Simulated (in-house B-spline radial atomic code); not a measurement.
# Sm⁺: excited configurations

Wanted: excitation energies of Sm⁺ as differences of total energies (ΔSCF).

The numbers are computed with in-house B-spline radial atomic code version 1 (scalar-relativistic (spin-free one-electron X2C) r2SCAN0, spin-polarised, spherical density, exact exchange averaged over the configuration, Fermi nucleus, basis-set limit), except any that are marked as measured or tabulated.

### 1 Starting point

| Property | Result |
| --- | --- |
| element | samarium (Z = 62) |
| charge | +1 |
| electrons | 61 |
| configuration | [Xe] 4f6 6s1 |
| Hamiltonian | scalar-relativistic (X2C) |
| nucleus | Fermi, rms radius 5.082 fm |

Outer shells as boxes (Hund's rule):

[Xe] 4f6 6s1
```
[Xe] core
4f [↑ ][↑ ][↑ ][↑ ][↑ ][↑ ][  ]
6s [↑ ]
```

Where spins are not typed, each open shell is filled with up spins first.

### 2 Reference run

Settings of the run:

```ini
Z = 62
electrons = 61.0
configuration = [Xe] 4f6 6s1
hamiltonian = x2c
method = r2scan0
spin_polarised = True
nucleus = fermi
rms_radius = 5.0819
mass_number = 152
atomic_mass = 151.919738646
speed_of_light = 137.035999084
exact_exchange = averaged over the configuration
```

Run with:

```bash
$ python run_scf.py task.json out
```

The settings of every run stand in task.json; they run in order.

### 3 Run with [Xe] 4f6 6f1

The settings differ from step 2 so:

```diff
@@ -2,3 +2,3 @@
 electrons = 61.0
-configuration = [Xe] 4f6 6s1
+configuration = [Xe] 4f6 6f1
 hamiltonian = x2c
```

### 4 Run with [Kr] 4d10 4f6 5s2 5p5 6s1 7p1

The settings differ from step 3 so:

```diff
@@ -2,3 +2,3 @@
 electrons = 61.0
-configuration = [Xe] 4f6 6f1
+configuration = [Kr] 4d10 4f6 5s2 5p5 6s1 7p1
 hamiltonian = x2c
```

### 5 Run with [Kr] 4d9 4f6 5s2 5p6 5f1 6s1

The settings differ from step 4 so:

```diff
@@ -2,3 +2,3 @@
 electrons = 61.0
-configuration = [Kr] 4d10 4f6 5s2 5p5 6s1 7p1
+configuration = [Kr] 4d9 4f6 5s2 5p6 5f1 6s1
 hamiltonian = x2c
```

### 6 Configuration [Kr] 4d9 4f6 5s2 5p6 6s1 6f1

The settings differ from step 5 so:

```diff
@@ -2,3 +2,3 @@
 electrons = 61.0
-configuration = [Kr] 4d9 4f6 5s2 5p6 5f1 6s1
+configuration = [Kr] 4d9 4f6 5s2 5p6 6s1 6f1
 hamiltonian = x2c
```

### 7 Run with [Kr] 4d9 4f6 5s2 5p6 6s2

The settings differ from step 6 so:

```diff
@@ -2,3 +2,3 @@
 electrons = 61.0
-configuration = [Kr] 4d9 4f6 5s2 5p6 6s1 6f1
+configuration = [Kr] 4d9 4f6 5s2 5p6 6s2
 hamiltonian = x2c
```

### 8 Run with [Kr] 4d10 4f7 5s2 5p5 6s1

The settings differ from step 7 so:

```diff
@@ -2,3 +2,3 @@
 electrons = 61.0
-configuration = [Kr] 4d9 4f6 5s2 5p6 6s2
+configuration = [Kr] 4d10 4f7 5s2 5p5 6s1
 hamiltonian = x2c
```

**Question.** How far above the reference does each configuration lie (order and size, in eV)?

**Answer**, as computed:

| net move | configuration | 2|M_S|+1 | energy above the reference (eV) | largest <r> (bohr) |
| --- | --- | --- | --- | --- |
| 6s → 6f | [Xe] 4f6 6f1 | 8 | 8.736 | 15.3 |
| 5p → 4f | [Kr] 4d10 4f7 5s2 5p5 6s1 | 10 | 19.310 | 3.92 |
| 5p → 7p | [Kr] 4d10 4f6 5s2 5p5 6s1 7p1 | 10 | 29.041 | 9.07 |
| 4d → 6s | [Kr] 4d9 4f6 5s2 5p6 6s2 | 8 | 128.50 | 3.77 |
| 4d → 5f | [Kr] 4d9 4f6 5s2 5p6 5f1 6s1 | 10 | 136.79 | 7.97 |
| 4d → 6f | [Kr] 4d9 4f6 5s2 5p6 6s1 6f1 | 10 | 138.04 | 14.2 |

**Reading.** At the bottom stands 6s → 6f (8.736 eV), at the top 4d → 6f (138.04 eV). 5 of them lie more than 60 % above minus the reference's highest level (9.390 eV), in the range where a state can decay by emitting an electron. Two partly filled shells share a symmetry and can mix in the average, which may lower the energy, for: 6s → 6f; 4d → 5f; 4d → 6f. The reference has 2|M_S|+1 = 8; 4 of the configurations differ from it in spin. These are spherical averages at the typed spins, not spectroscopic levels.
